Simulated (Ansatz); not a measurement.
# ClF3H3NSi: the cost of one run

Method: RKS B3LYP/def2-SVP, in Ansatz 0.2.0.

## (1) The starting structure

Bond lengths: Si1–Cl2 2.480 Å, Si1–F3 1.590 Å, Si1–F4 1.589 Å, Si1–F5 1.589 Å, Si1–N6 2.120 Å, N6–H7 1.060 Å, N6–H8 1.060 Å, Cl2–H9 1.560 Å. Angles: Si1–Cl2–H9 64.7°, Cl2–Si1–F3 109.5°, Cl2–Si1–F4 109.5°, Cl2–Si1–F5 109.5°, Cl2–Si1–N6 71.6°, F3–Si1–F4 109.5°, F3–Si1–F5 109.5°, F3–Si1–N6 178.9°, F4–Si1–F5 109.5°, F4–Si1–N6 70.0°, F5–Si1–N6 70.0°, Si1–N6–H7 120.0°, Si1–N6–H8 120.0°, H7–N6–H8 120.0°.

Structure file:

```xyz
9

Si    0.0000    0.0000    0.0000
Cl    0.0000    0.0000    2.4800
F     1.4994    0.0000   -0.5295
F    -0.7489    1.2974   -0.5295
F    -0.7489   -1.2974   -0.5295
N    -2.0118    0.0000    0.6685
H    -2.7319   -0.6071    0.1822
H    -2.2977    0.6071    1.4890
H    -1.4105    0.0000    1.8139
```

## (2) A restrained relaxation towards end A

Springs on the bonds that form and break draw the guess towards this end; the thresholds are loose.

File input.yaml:

```yaml
crystal:
  periodic: [false, false, false]
  atoms:
    - { symbol: Si, position_ang: [0.0, 0.0, 0.0] }
    - { symbol: Cl, position_ang: [0.0, 0.0, 2.48] }
    - { symbol: F, position_ang: [1.4994, 0.0, -0.5295] }
    - { symbol: F, position_ang: [-0.7489, 1.2974, -0.5295] }
    - { symbol: F, position_ang: [-0.7489, -1.2974, -0.5295] }
    - { symbol: "N", position_ang: [-2.0118, 0.0, 0.6685] }
    - { symbol: H, position_ang: [-2.7319, -0.6071, 0.1822] }
    - { symbol: H, position_ang: [-2.2977, 0.6071, 1.489] }
    - { symbol: H, position_ang: [-1.4105, 0.0, 1.8139] }
basis:
  gaussian: { orbitals: def2-SVP }
hamiltonian:
  xc: b3lyp
relax:
  f_tol: 0.15
  max_steps: 25
  restrain:
    - { distance: [0, 5], at: 3.02, k: 30.0 }
    - { distance: [8, 1], at: 2.57, k: 30.0 }
    - { distance: [0, 1], at: 2.13, k: 30.0 }
    - { distance: [8, 5], at: 1.06, k: 30.0 }
```

The run is started by

```
$ ansatz run input.yaml --threads 2 --pin off --max-ram 3072MiB --backend cpu --events-out ev --progress --plain --runs-dir out
```

What time and memory should one allow on 2 threads of Arm Neoverse V1, shared host?

About 34 s, with a peak of 0.24 GiB.
